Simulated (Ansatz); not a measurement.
**H7PSi2Te: inversion of the pyramid at P3**

Aim: the minimum-energy path and barrier of the inversion of the pyramid at P3. The ends are relaxed first, then joined by a nudged elastic band. SMILES of the start: [SiH3][SiH](P)[TeH].

All numbers below are computed with Ansatz 0.2.0 (RHF/def2-SVP).

**1. The starting structure**

Bond lengths: Si1–Si2 2.190 Å, Si2–P3 2.175 Å, Si2–Te4 2.435 Å, Si1–H5 1.529 Å, Si1–H6 1.438 Å, Si1–H7 1.501 Å, Si2–H8 1.485 Å, P3–H9 1.494 Å, P3–H10 1.465 Å, Te4–H11 1.751 Å. Angles (14 of 16 angles, heavy atoms first): Si1–Si2–P3 108.2°, Si1–Si2–Te4 110.4°, P3–Si2–Te4 108.0°, Si1–Si2–H8 110.9°, P3–Si2–H8 107.9°, Te4–Si2–H8 111.3°, Si2–Si1–H5 108.4°, Si2–Si1–H6 113.0°, Si2–Si1–H7 110.4°, Si2–P3–H9 95.4°, Si2–P3–H10 95.5°, Si2–Te4–H11 91.6°, H5–Si1–H6 108.4°, H5–Si1–H7 107.0°.

As a file:

```xyz
11

Si   -0.8986    1.1193    0.4313
Si    0.0730   -0.2727   -0.9523
P     2.1025   -0.6214   -0.2515
Te   -1.0961   -2.4081   -0.9666
H    -2.3174    1.3901   -0.0716
H    -0.9827    0.6103    1.7731
H    -0.1787    2.4358    0.4420
H     0.1535    0.3069   -2.3171
H     1.7238   -0.8390    1.1769
H     2.4121    0.7905   -0.0123
H    -0.9260   -2.5686    0.7686
```

**2. Relaxing end A**

input.yaml

```yaml
crystal:
  periodic: [false, false, false]
  atoms:
    - { symbol: Si, position_ang: [-0.8986, 1.1193, 0.4313] }
    - { symbol: Si, position_ang: [0.073, -0.2727, -0.9523] }
    - { symbol: P, position_ang: [2.1025, -0.6214, -0.2515] }
    - { symbol: Te, position_ang: [-1.0961, -2.4081, -0.9666] }
    - { symbol: H, position_ang: [-2.3174, 1.3901, -0.0716] }
    - { symbol: H, position_ang: [-0.9827, 0.6103, 1.7731] }
    - { symbol: H, position_ang: [-0.1787, 2.4358, 0.442] }
    - { symbol: H, position_ang: [0.1535, 0.3069, -2.3171] }
    - { symbol: H, position_ang: [1.7238, -0.839, 1.1769] }
    - { symbol: H, position_ang: [2.4121, 0.7905, -0.0123] }
    - { symbol: H, position_ang: [-0.926, -2.5686, 0.7686] }
basis:
  gaussian: { orbitals: def2-SVP }
hamiltonian:
  xc: hf
relax:
  f_tol: 0.015
  max_steps: 40
output:
  orbitals: {}
```

Started as:

```sh
> ansatz run input.yaml --threads 2 --pin off --max-ram 3072MiB --backend cpu --events-out ev --progress --plain --runs-dir out
```

The log of the run, cut to the lines that bear on the results:

```text
Warning: RAYON_NUM_THREADS=2 ignored (pool sized by the plan → 2); use --threads N
[...]
Functional definition: HF
[...]
1284 factors; integrals over basis functions are off by at most 5.3e-4 eV
[...]
mean field -32364.45677259 eV, -1189.3718489759 hartree, gradient 1.6e-5 eV, S^2 0.000000; 0 other end points of the search recorded, 0 dependent functions left out
[...]
reference -32364.45677259 eV, -1189.3718489759 hartree; 37, 37 occupied and 78, 78 virtual orbitals, 1284 factors
relax step   1: F+E_penalty+E_count = -32364.45677259 eV  Δ(F+E_penalty+E_count) = +0.000e0 eV  max|allowed force component| = 2.626e0 eV/Å  Δτ_max = 0.0000 Å  (34 SCF iters, accepted)
[...]
relax step   7: F+E_penalty+E_count = -32365.14237038 eV  Δ(F+E_penalty+E_count) = -7.675e-5 eV  max|allowed force component| = 1.696e-2 eV/Å  Δτ_max = 0.0258 Å  (28 SCF iters, accepted)
[...]
relax step   8: F+E_penalty+E_count = -32365.14251262 eV  Δ(F+E_penalty+E_count) = -1.422e-4 eV  max|allowed force component| = 2.383e-3 eV/Å  Δτ_max = 0.0136 Å  (28 SCF iters, accepted)
1284 factors; integrals over basis functions are off by at most 5.9e-4 eV
[...]
mean field -32365.14251262 eV, -1189.3970494574 hartree, gradient 1.0e-5 eV, S^2 0.000000; 1 other end points of the search recorded, 0 dependent functions left out
[...]
reference -32365.14251262 eV, -1189.3970494574 hartree; 37, 37 occupied and 78, 78 virtual orbitals, 1284 factors
Total energy: -32365.14251262 eV, -1189.3970494574 hartree
Atom 0 at    -1.052345     1.262650     0.460524 Å, force    -0.000358     0.001723    -0.000048 eV/Å
Atom 1 at     0.130930    -0.273980    -0.899319 Å, force    -0.001056     0.000309    -0.001587 eV/Å
Atom 2 at     2.307036    -0.605830    -0.283579 Å, force     0.000136     0.000555     0.000173 eV/Å
Atom 3 at    -1.077764    -2.504394    -0.950685 Å, force    -0.000078     0.000056     0.001539 eV/Å
Atom 4 at    -2.408802     1.494805    -0.088290 Å, force     0.001278    -0.000750     0.000777 eV/Å
Atom 5 at    -1.160797     0.704988     1.830469 Å, force     0.000558    -0.000514    -0.001343 eV/Å
Atom 6 at    -0.318488     2.551425     0.521953 Å, force    -0.000710    -0.001871    -0.000933 eV/Å
Atom 7 at     0.124726     0.164508    -2.315014 Å, force    -0.000189     0.000542     0.001709 eV/Å
Atom 8 at     2.016783    -0.959956     1.053440 Å, force     0.002383    -0.000142     0.001642 eV/Å
Atom 9 at     2.600612     0.750226    -0.002701 Å, force    -0.000681    -0.000304    -0.000214 eV/Å
Atom 10 at    -1.096491    -2.641343     0.693703 Å, force    -0.001283     0.000394    -0.001716 eV/Å
Dipole moment:    -0.026562     0.271225     0.167307 e Å
```

It took 22 s on 2 threads of Arm Neoverse V1, shared host; peak memory 0.28 GiB.

Relaxation path:

```tsv
step	energy from step 1 (eV)	largest force component (eV/Å)
1	0.0000	2.6264
2	-0.4935	2.0686
3	-0.6549	0.6468
4	-0.6719	0.1828
5	-0.6847	0.0313
6	-0.6855	0.0117
7	-0.6856	0.0170
8	-0.6857	0.0024
```

Step 1 is the start.

After: Bond lengths: Si1–Si2 2.369 Å, Si2–P3 2.286 Å, Si2–Te4 2.537 Å, Si1–H5 1.482 Å, Si1–H6 1.483 Å, Si1–H7 1.484 Å, Si2–H8 1.482 Å, P3–H9 1.413 Å, P3–H10 1.416 Å, Te4–H11 1.650 Å. Angles (14 of 16 angles, heavy atoms first): Si1–Si2–P3 114.5°, Si1–Si2–Te4 110.1°, P3–Si2–Te4 109.4°, Si1–Si2–H8 110.8°, P3–Si2–H8 107.7°, Te4–Si2–H8 103.8°, Si2–Si1–H5 110.3°, Si2–Si1–H6 108.8°, Si2–Si1–H7 109.9°, Si2–P3–H9 95.5°, Si2–P3–H10 96.4°, Si2–Te4–H11 93.3°, H5–Si1–H6 109.5°, H5–Si1–H7 109.4°.

**3. Relaxing end B**

The second end starts from a geometry with the move made by hand.

Changes to input.yaml since step 2:

```diff
@@ -11,4 +11,4 @@
     - { symbol: H, position_ang: [0.1535, 0.3069, -2.3171] }
-    - { symbol: H, position_ang: [1.7238, -0.839, 1.1769] }
-    - { symbol: H, position_ang: [2.4121, 0.7905, -0.0123] }
+    - { symbol: H, position_ang: [2.06212, -2.10358, -0.43209] }
+    - { symbol: H, position_ang: [2.73695, -0.42372, -1.55723] }
     - { symbol: H, position_ang: [-0.926, -2.5686, 0.7686] }
@@ -21,3 +21 @@
   max_steps: 40
-output:
-  orbitals: {}
```

Started as:

```sh
> ansatz run input.yaml --threads 2 --pin off --max-ram 3072MiB --backend cpu --events-out ev --progress --plain --runs-dir out
```

The log of the run, cut to the lines that bear on the results:

```text
Warning: RAYON_NUM_THREADS=2 ignored (pool sized by the plan → 2); use --threads N
[...]
[... 1 set-up line as earlier in the session ...]
[...]
1285 factors; integrals over basis functions are off by at most 5.3e-4 eV
[...]
mean field -32364.31308156 eV, -1189.3665684280 hartree, gradient 2.3e-5 eV, S^2 0.000000; 0 other end points of the search recorded, 0 dependent functions left out
[...]
reference -32364.31308156 eV, -1189.3665684280 hartree; 37, 37 occupied and 78, 78 virtual orbitals, 1285 factors
relax step   1: F+E_penalty+E_count = -32364.31308156 eV  Δ(F+E_penalty+E_count) = +0.000e0 eV  max|allowed force component| = 2.649e0 eV/Å  Δτ_max = 0.0000 Å  (35 SCF iters, accepted)
[...]
relax step   5: F+E_penalty+E_count = -32365.07481522 eV  Δ(F+E_penalty+E_count) = -2.207e-2 eV  max|allowed force component| = 6.692e-2 eV/Å  Δτ_max = 0.1661 Å  (25 SCF iters, accepted)
[...]
Atom 1 at     0.040834    -0.501923    -0.938282 Å, force     0.000794     0.004431     0.004806 eV/Å
Atom 2 at     2.154226    -0.993387    -0.227228 Å, force     0.000565    -0.001092    -0.005267 eV/Å
Atom 3 at    -1.398575    -2.584860    -0.779495 Å, force    -0.001012    -0.004960    -0.001090 eV/Å
Atom 4 at    -2.207927     1.615232    -0.154323 Å, force    -0.000320    -0.000272    -0.000094 eV/Å
Atom 5 at    -1.028459     0.755502     1.779382 Å, force     0.000207    -0.000304    -0.001646 eV/Å
Atom 6 at     0.012808     2.418274     0.370999 Å, force    -0.001291    -0.001075     0.000385 eV/Å
Atom 7 at    -0.013640    -0.151987    -2.377893 Å, force    -0.000790    -0.001010     0.001645 eV/Å
Atom 8 at     2.502513    -1.803198    -1.329399 Å, force     0.001625     0.000494     0.002538 eV/Å
Atom 9 at     2.755360     0.190915    -0.715091 Å, force    -0.002828    -0.002159     0.000775 eV/Å
Atom 10 at    -1.206749    -2.713849     0.853689 Å, force     0.000995     0.003281    -0.002080 eV/Å
Dipole moment:     0.085568     0.218543    -0.101402 e Å
```

Run time: 42 s. Hardware: 2 threads of Arm Neoverse V1, shared host; peak memory 0.28 GiB.

Relaxation path:

```tsv
step	energy from step 1 (eV)	largest force component (eV/Å)
1	0.0000	2.6485
2	-0.6246	1.4216
3	-0.7319	0.3672
4	-0.7397	0.3369
5	-0.7617	0.0669
6x	-0.7600	0.7210
7	-0.7714	0.0568
8	-0.7802	0.2982
9	-0.7874	0.5637
10	-0.8217	0.1367
11	-0.8296	0.1179
12x	-0.8096	0.2794
13	-0.8362	0.0274
14	-0.8368	0.0089
15	-0.8369	0.0203
16	-0.8369	0.0053
```

Step 1 is the start. 2 steps were tried and not accepted (marked x).

After: Bond lengths: Si1–Si2 2.369 Å, Si2–P3 2.283 Å, Si2–Te4 2.537 Å, Si1–H5 1.481 Å, Si1–H6 1.482 Å, Si1–H7 1.485 Å, Si2–H8 1.483 Å, P3–H9 1.411 Å, P3–H10 1.415 Å, Te4–H11 1.649 Å. Angles (14 of 16 angles, heavy atoms first): Si1–Si2–P3 110.1°, Si1–Si2–Te4 110.2°, P3–Si2–Te4 109.2°, Si1–Si2–H8 110.8°, P3–Si2–H8 112.8°, Te4–Si2–H8 103.5°, Si2–Si1–H5 109.5°, Si2–Si1–H6 109.1°, Si2–Si1–H7 110.2°, Si2–P3–H9 96.2°, Si2–P3–H10 96.1°, Si2–Te4–H11 93.5°, H5–Si1–H6 109.7°, H5–Si1–H7 109.3°.

**4. The band**

crystal.atoms is end A as relaxed above, and neb.final_atoms is end B, turned to lie on A. With 5 inner images the band has 7 in all.

input.yaml

```yaml
crystal:
  periodic: [false, false, false]
  atoms:
    - { symbol: Si, position_ang: [-1.052345, 1.26265, 0.460524] }
    - { symbol: Si, position_ang: [0.13093, -0.27398, -0.899319] }
    - { symbol: P, position_ang: [2.307036, -0.60583, -0.283579] }
    - { symbol: Te, position_ang: [-1.077764, -2.504394, -0.950685] }
    - { symbol: H, position_ang: [-2.408802, 1.494805, -0.08829] }
    - { symbol: H, position_ang: [-1.160797, 0.704988, 1.830469] }
    - { symbol: H, position_ang: [-0.318488, 2.551425, 0.521953] }
    - { symbol: H, position_ang: [0.124726, 0.164508, -2.315014] }
    - { symbol: H, position_ang: [2.016783, -0.959956, 1.05344] }
    - { symbol: H, position_ang: [2.600612, 0.750226, -0.002701] }
    - { symbol: H, position_ang: [-1.096491, -2.641343, 0.693703] }
basis:
  gaussian: { orbitals: def2-SVP }
hamiltonian:
  xc: hf
neb:
  order_check: false
  images: 5
  f_tol: 0.05
  max_iterations: 60
  initial_path: idpp
  final_atoms:
    - { symbol: Si, position_ang: [-1.20939688, 1.3391787, 0.45542205] }
    - { symbol: Si, position_ang: [0.14393035, -0.26619701, -0.64163994] }
    - { symbol: P, position_ang: [2.10698479, -0.54528391, 0.49065338] }
    - { symbol: Te, position_ang: [-1.06737253, -2.49133994, -0.77287406] }
    - { symbol: H, position_ang: [-2.43005598, 1.58877695, -0.34578688] }
    - { symbol: H, position_ang: [-1.58686967, 0.82384673, 1.79276732] }
    - { symbol: H, position_ang: [-0.46234366, 2.61137701, 0.62111588] }
    - { symbol: H, position_ang: [0.34846407, 0.10136892, -2.06324596] }
    - { symbol: H, position_ang: [2.75778013, -1.29447692, -0.51286736] }
    - { symbol: H, position_ang: [2.66570348, 0.70403901, 0.13153045] }
    - { symbol: H, position_ang: [-1.2014241, -2.62819053, 0.86542611] }
```

Started as:

```sh
> ansatz run input.yaml --threads 2 --pin off --max-ram 3072MiB --backend cpu --events-out ev --progress --plain --runs-dir out
```

The log of the run, cut to the lines that bear on the results:

```text
Warning: RAYON_NUM_THREADS=2 ignored (pool sized by the plan → 2); use --threads N
[...]
[... 1 set-up line as earlier in the session ...]
[...]
1288 factors; integrals over basis functions are off by at most 2.5e-4 eV
[...]
mean field -32365.14251955 eV, -1189.3970497121 hartree, gradient 1.3e-5 eV, S^2 0.000000; 0 other end points of the search recorded, 0 dependent functions left out
[...]
reference -32365.14251955 eV, -1189.3970497121 hartree; 37, 37 occupied and 78, 78 virtual orbitals, 1288 factors
1288 factors; integrals over basis functions are off by at most 3.5e-4 eV
[...]
mean field -32365.14998780 eV, -1189.3973241650 hartree, gradient 1.1e-5 eV, S^2 0.000000; 0 other end points of the search recorded, 0 dependent functions left out
[...]
reference -32365.14998780 eV, -1189.3973241650 hartree; 37, 37 occupied and 78, 78 virtual orbitals, 1288 factors
[...]
Atom 2 at     2.037260    -0.374222     0.130340 Å, force     0.001073     0.001739    -0.000554 eV/Å
Atom 3 at    -1.128498    -2.565707    -0.624843 Å, force     0.000386     0.000120     0.000015 eV/Å
Atom 4 at    -2.393607     1.659452    -0.525557 Å, force    -0.000154     0.000602    -0.000953 eV/Å
Atom 5 at    -1.488451     0.996469     1.623341 Å, force    -0.000922    -0.000323    -0.000047 eV/Å
Atom 6 at    -0.338296     2.647436     0.284835 Å, force     0.000499     0.000319     0.000654 eV/Å
Atom 7 at     0.088679    -0.145416    -2.281329 Å, force    -0.000292    -0.000582     0.001141 eV/Å
Atom 8 at     2.936590    -1.425179     0.044258 Å, force    -0.000536     0.001333     0.000929 eV/Å
Atom 9 at     2.488757     0.672396     0.920014 Å, force    -0.000330    -0.003353    -0.001510 eV/Å
Atom 10 at    -1.043892    -2.594627     1.021014 Å, force     0.000563     0.000415     0.000066 eV/Å
Dipole moment:     0.109985     0.181766     0.109177 e Å
this run last wrote the band of iteration 20 to <dir>; this run last wrote the band within `neb.f_tol` of iteration 10 to <dir>
```

Run time: 3.7 min. Hardware: 2 threads of Arm Neoverse V1, shared host; peak memory 0.29 GiB.

**5. What the band shows**

The 5 inner images lie between the fixed ends 0 and 6. Energy is taken from image 0, and the path length is the program's own coordinate along the band.

```tsv
image	path (Å)	energy (eV)	sum of angles at P3 (°)	band force (eV/Å)
0	0.000	0.0000	287.4	-
1	1.423	0.0498	289.3	0.015
2	2.846	-0.0005	289.1	0.046
3*	4.263	1.0723	360.0	0.003
4	4.750	0.3492	330.2	0.003
5	5.238	0.0170	294.9	0.003
6	5.725	-0.0075	288.4	-
```

The star marks the climbing image.

image, energy (eV) and a bar:
```
        0      0.000 
        1      0.050 ##
        2      0.000 
        3      1.072 ##############################
        4      0.349 ##########
        5      0.017 #
        6     -0.007
```

How the highest energy settled:

```tsv
iteration	highest image above image 0 (eV)	largest band force (eV/Å)
1	1.3467	1.709
3	1.0928	0.548
5	1.1013	0.186
7	1.0871	0.176
9	1.0793	0.112
11	1.0751	0.275
13	1.0728	0.157
15	1.0724	0.079
17	1.0723	0.092
19	1.0723	0.081
20	1.0723	0.046
```

The band as a trajectory file:

```xyz
11
image=0 dE=0.0000
Si   -1.052    1.263    0.461
Si    0.131   -0.274   -0.899
P     2.307   -0.606   -0.284
Te   -1.078   -2.504   -0.951
H    -2.409    1.495   -0.088
H    -1.161    0.705    1.830
H    -0.318    2.551    0.522
H     0.125    0.165   -2.315
H     2.017   -0.960    1.053
H     2.601    0.750   -0.003
H    -1.096   -2.641    0.694
11
image=1 dE=0.0498
Si   -1.074    1.397    0.332
Si    0.112   -0.245   -0.896
P     2.326   -0.355   -0.292
Te   -1.044   -2.499   -0.738
H    -2.441    1.554   -0.217
H    -1.151    0.976    1.751
H    -0.359    2.696    0.254
H     0.031    0.055   -2.345
H     2.238   -1.541    0.465
H     2.242    0.520    0.815
H    -0.816   -2.614    0.892
11
image=2 dE=-0.0005
Si   -1.145    1.488    0.216
Si    0.135   -0.221   -0.820
P     2.290   -0.114   -0.077
Te   -1.003   -2.470   -0.488
H    -2.489    1.551   -0.404
H    -1.277    1.168    1.657
H    -0.470    2.800    0.074
H     0.141   -0.048   -2.291
H     2.631   -1.469   -0.274
H     1.961   -0.242    1.293
H    -0.708   -2.499    1.135
11
image=3 dE=1.0723
Si   -1.151    1.407    0.241
Si    0.058   -0.335   -0.813
P     2.037   -0.374    0.130
Te   -1.128   -2.566   -0.625
H    -2.394    1.659   -0.526
H    -1.488    0.996    1.623
H    -0.338    2.647    0.285
H     0.089   -0.145   -2.281
H     2.937   -1.425    0.044
H     2.489    0.672    0.920
H    -1.044   -2.595    1.021
11
image=4 dE=0.3492
Si   -1.162    1.402    0.206
Si    0.100   -0.333   -0.807
P     1.920   -0.533    0.517
Te   -1.102   -2.564   -0.627
H    -2.393    1.646   -0.580
H    -1.517    1.005    1.588
H    -0.355    2.648    0.254
H     0.182   -0.147   -2.275
H     2.940   -1.317   -0.039
H     2.504    0.720    0.762
H    -1.051   -2.584    1.021
11
image=5 dE=0.0170
Si   -1.190    1.401    0.183
Si    0.144   -0.357   -0.677
P     1.948   -0.566    0.712
Te   -1.096   -2.569   -0.618
H    -2.398    1.600   -0.651
H    -1.586    1.053    1.568
H    -0.398    2.657    0.209
H     0.432   -0.154   -2.118
H     2.831   -1.247   -0.151
H     2.492    0.726    0.533
H    -1.115   -2.600    1.031
11
image=6 dE=-0.0075
Si   -1.167    1.367    0.484
Si    0.093   -0.297   -0.637
P     2.137   -0.536    0.352
Te   -1.131   -2.518   -0.571
H    -2.445    1.587   -0.231
H    -1.442    0.916    1.869
H    -0.406    2.640    0.532
H     0.188    0.003   -2.086
H     2.706   -1.335   -0.662
H     2.670    0.692   -0.107
H    -1.139   -2.577    1.077
```

**6. Vibrations at the top**

The geometry is the highest inner image of the first converged band.

input.yaml

```yaml
crystal:
  periodic: [false, false, false]
  atoms:
    - { symbol: Si, position_ang: [-1.151367, 1.407299, 0.24108] }
    - { symbol: Si, position_ang: [0.058226, -0.334801, -0.812651] }
    - { symbol: P, position_ang: [2.03726, -0.374222, 0.13034] }
    - { symbol: Te, position_ang: [-1.128498, -2.565707, -0.624843] }
    - { symbol: H, position_ang: [-2.393607, 1.659452, -0.525557] }
    - { symbol: H, position_ang: [-1.488451, 0.996469, 1.623341] }
    - { symbol: H, position_ang: [-0.338296, 2.647436, 0.284835] }
    - { symbol: H, position_ang: [0.088679, -0.145416, -2.281329] }
    - { symbol: H, position_ang: [2.93659, -1.425179, 0.044258] }
    - { symbol: H, position_ang: [2.488757, 0.672396, 0.920014] }
    - { symbol: H, position_ang: [-1.043892, -2.594627, 1.021014] }
basis:
  gaussian: { orbitals: def2-SVP }
hamiltonian:
  xc: hf
phonons: {}
```

Started as:

```sh
> ansatz run input.yaml --threads 2 --pin off --max-ram 3072MiB --backend cpu --events-out ev --progress --plain --runs-dir out
```

The log of the run, cut to the lines that bear on the results:

```text
Warning: RAYON_NUM_THREADS=2 ignored (pool sized by the plan → 2); use --threads N
[...]
[... 1 set-up line as earlier in the session ...]
[...]
1286 factors; integrals over basis functions are off by at most 3.1e-4 eV
[...]
mean field -32364.07023263 eV, -1189.3576438943 hartree, gradient 1.5e-5 eV, S^2 0.000000; 0 other end points of the search recorded, 0 dependent functions left out
[...]
reference -32364.07023263 eV, -1189.3576438943 hartree; 37, 37 occupied and 78, 78 virtual orbitals, 1286 factors
[...]
1286 factors; integrals over basis functions are off by at most 3.1e-4 eV
[...]
mean field -32364.07014180 eV, -1189.3576405567 hartree, gradient 2.2e-6 eV, S^2 0.000000; 0 other end points of the search recorded, 0 dependent functions left out
[...]
reference -32364.07014180 eV, -1189.3576405567 hartree; 37, 37 occupied and 78, 78 virtual orbitals, 1286 factors
[...]
1286 factors; integrals over basis functions are off by at most 3.1e-4 eV
[...]
WARN: phonons: modes at or below zero, which the zero-point energy, F, S and C_V leave out: 1, the lowest at -778.87 cm⁻¹. A minimum has none, and a first-order saddle one
[...]
Atom 2 at     2.037260    -0.374222     0.130340 Å, force     0.001082     0.001745    -0.000565 eV/Å
Atom 3 at    -1.128498    -2.565707    -0.624843 Å, force     0.000392     0.000125     0.000012 eV/Å
Atom 4 at    -2.393607     1.659452    -0.525557 Å, force    -0.000153     0.000603    -0.000952 eV/Å
Atom 5 at    -1.488451     0.996469     1.623341 Å, force    -0.000924    -0.000326    -0.000037 eV/Å
Atom 6 at    -0.338296     2.647436     0.284835 Å, force     0.000505     0.000315     0.000661 eV/Å
Atom 7 at     0.088679    -0.145416    -2.281329 Å, force    -0.000293    -0.000582     0.001137 eV/Å
Atom 8 at     2.936590    -1.425179     0.044258 Å, force    -0.000546     0.001333     0.000934 eV/Å
Atom 9 at     2.488757     0.672396     0.920014 Å, force    -0.000331    -0.003352    -0.001511 eV/Å
Atom 10 at    -1.043892    -2.594627     1.021014 Å, force     0.000559     0.000413     0.000068 eV/Å
Dipole moment:     0.109984     0.181764     0.109178 e Å
Vibrations: -778.87 72.32 91.76 101.25 145.45 176.72 223.87 301.62 445.96 505.15 521.58 573.29 615.56 622.69 785.75 855.98 969.89 1016.54 1022.12 1119.12 2265.80 2314.56 2323.47 2337.49 2339.09 2690.31 2727.01 cm⁻¹, zero-point energy 1.683976 eV
```

It took 1.9 min on 2 threads of Arm Neoverse V1, shared host; peak memory 0.29 GiB.

Of 27 modes, 1 is imaginary by more than 30 cm⁻¹ (779i cm⁻¹).

(Part 1 of 2 ends here.)
